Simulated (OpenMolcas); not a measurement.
**Co³⁺ among point charges: CASSCF and CASPT2 levels and susceptibility**

How does a field of 2 point charges split the states of Co³⁺, and what χT follows?

The numbers are computed with OpenMolcas 26.06 (state-averaged CASSCF and CASPT2, spin-orbit coupling by RASSI with atomic mean-field integrals), except any that are marked as measured or tabulated.

## 1. The atom as given

```
Species                           : Co³⁺ (cobalt, Z = 27, 24 electrons)
Basis                             : ANO-RCC-VDZP [5s4p2d1f], 34 functions
Scalar Hamiltonian                : DKH2, point nucleus
Inactive shells                   : 1s 2s 2p 3s 3p
Active space                      : 6 electrons in 5 orbitals (3d)
Some configurations of this space : 3d⁶
Orbitals                          : optimised for each spin and parity, averaged over all roots
```

Outer shells as boxes (Hund's rule):

3d6
```
3d [↑↓][↑ ][↑ ][↑ ][↑ ]
```

The ion sits among 2 point charges of -2.5 e arranged as a linear pair (D∞h), 1.7 Å from the ion.

Each step is its own input file, run in one work folder so that later steps find the files of earlier ones. Labels, J, g values, rates, χT and fits are worked out afterwards by a script from the matrices that RASSI stores. The input lists half of the charges; inversion (Group=XYZ) makes the rest.

## 2. GATEWAY and SEWARD: basis and integrals

a.inp

```
&GATEWAY
Coord
1

Co 0.0 0.0 0.0
Basis=ANO-RCC-VDZP
Group=XYZ
NoMove
AngMom=0.0 0.0 0.0
AMFI
XField
1 Angstrom 0
0.000000 0.000000 1.700000 -2.500000
&SEWARD
```

Launch:

```sh
OMP_NUM_THREADS=1 MOLCAS_MEM=1689 MOLCAS_PROJECT=a pymolcas a.inp > a.log
```

## 3. CASSCF: quintets of even parity, 5 roots

a.inp

```
&RASSCF
FileOrb=start.orb
Symmetry=1
Spin=5
nActEl=6 0 0
Inactive=3 6
Ras2=5 0
CIRoot=5 5 1
SDav=5
CIMx=300
Iter=120 100
PrWF=0.3
OrbListing=Nothing
MaxOrb=0
>>> COPY $Project.JobIph JOB001
```

start.orb holds the contracted functions of the basis, ordered by shell, or the orbitals of the step before.

## 4. CASSCF: triplets of even parity, 45 roots

a.inp

```
&RASSCF
FileOrb=start.orb
Symmetry=1
Spin=3
nActEl=6 0 0
Inactive=3 6
Ras2=5 0
CIRoot=45 45 1
SDav=45
CIMx=300
Iter=120 100
PrWF=0.3
OrbListing=Nothing
MaxOrb=0
>>> COPY $Project.JobIph JOB002
```

## 5. Reference wave functions, singlets of even parity, 50 roots

a.inp

```
&RASSCF
FileOrb=start.orb
Symmetry=1
Spin=1
nActEl=6 0 0
Inactive=3 6
Ras2=5 0
CIRoot=50 50 1
SDav=50
CIMx=300
Iter=120 100
PrWF=0.3
OrbListing=Nothing
MaxOrb=0
>>> COPY $Project.JobIph JOB003
```

## 6. State interaction with spin-orbit coupling

a.inp

```
&RASSI
NrOfJobIphs=3 5 45 50
1 2 3 4 5
1 2 3 4 5 6 7 8 9 10 11 12 13 14 15 16 17 18 19 20 21 22 23 24 25 26 27
28 29 30 31 32 33 34 35 36 37 38 39 40 41 42 43 44 45
1 2 3 4 5 6 7 8 9 10 11 12 13 14 15 16 17 18 19 20 21 22 23 24 25 26 27
28 29 30 31 32 33 34 35 36 37 38 39 40 41 42 43 44 45 46 47 48 49 50
IphNames
JOB001
JOB002
JOB003
EJob
SpinOrbit
DIPRint=1.0
SOCoupling=1000.0
Subsets=2
Property=9
'ANGMOM' 1 'ANGMOM' 2 'ANGMOM' 3 'MLTPL  1' 1 'MLTPL  1' 2 'MLTPL  1' 3
'AMFI' 1 'AMFI' 2 'AMFI' 3
SOProperty=3
'ANGMOM' 1 'ANGMOM' 2 'ANGMOM' 3
```

## 7. CASPT2: IPEA 0.25, imaginary shift 0.1 (closed shells correlated: 3s 3p)

a.inp

```
>>> COPY JOB001 $Project.JobIph
&CASPT2
Multistate=5 1 2 3 4 5
NoMult
Frozen=2 3
IPEA=0.25
Imaginary=0.1
MaxIter=60
WThr=0.0 0.3 0.05
PrWF=0.5
NoMix
>>> COPY JOB002 $Project.JobIph
&CASPT2
Multistate=45 1 2 3 4 5 6 7 8 9 10 11 12 13 14 15 16 17 18 19 20 21 22
23 24 25 26 27 28 29 30 31 32 33 34 35 36 37 38 39 40 41 42 43 44 45
NoMult
Frozen=2 3
IPEA=0.25
Imaginary=0.1
MaxIter=60
WThr=0.0 0.3 0.05
PrWF=0.5
NoMix
>>> COPY JOB003 $Project.JobIph
&CASPT2
Multistate=50 1 2 3 4 5 6 7 8 9 10 11 12 13 14 15 16 17 18 19 20 21 22
23 24 25 26 27 28 29 30 31 32 33 34 35 36 37 38 39 40 41 42 43 44 45 46
47 48 49 50
NoMult
Frozen=2 3
IPEA=0.25
Imaginary=0.1
MaxIter=60
WThr=0.0 0.3 0.05
PrWF=0.5
NoMix
```

(Steps that only read results are left out.)

What does the calculation give? Wanted: spin-free ground state; first state of the same spin within the active space; lowest level; next level.

As calculated:

| quantity | value |
| --- | --- |
| method | SS-CASPT2, IPEA 0.25, imaginary shift 0.1 (closed shells correlated: 3s 3p) |
| spin-free ground state | 5Delta, 2-fold in its orbital part |
| first state of the same spin within the active space | 5Pi at 15800 cm⁻¹ |
| lowest level | 2-fold, g = 0.00, 0.00, 12.01 |
| next level | 303.2 cm⁻¹ |
| χT at 300 K | 5.03 cm³ K/mol |
| effective moment at 300 K | 6.34 μB |

Cost by method:

```csv
method,time of its own steps,time with the reference
A. CASSCF,20 s,20 s
"B. SS-CASPT2, IPEA 0.25, imaginary shift 0.1, +3s 3p",5.1 s,25 s
```

Times are of one thread on a shared host.

The spin-free ground state (5Delta) comes to 100 % from free-ion D terms and keeps the highest spin of the shell. χT at 300 K is 5.03, against 3.01 cm³ K/mol for the spin alone, so orbital moment adds to it. An active space of the d shell alone favours high spin; real ions in strong fields can be low spin. CASPT2 does not keep the components of a term degenerate, and the means are used. The field of point charges can differ much from that of real complexes. With metal d orbitals alone active, the gaps between spin states are rough; where two lie within a few thousand cm-1, their order is open. This is an electrostatic model: the charges have no orbitals.
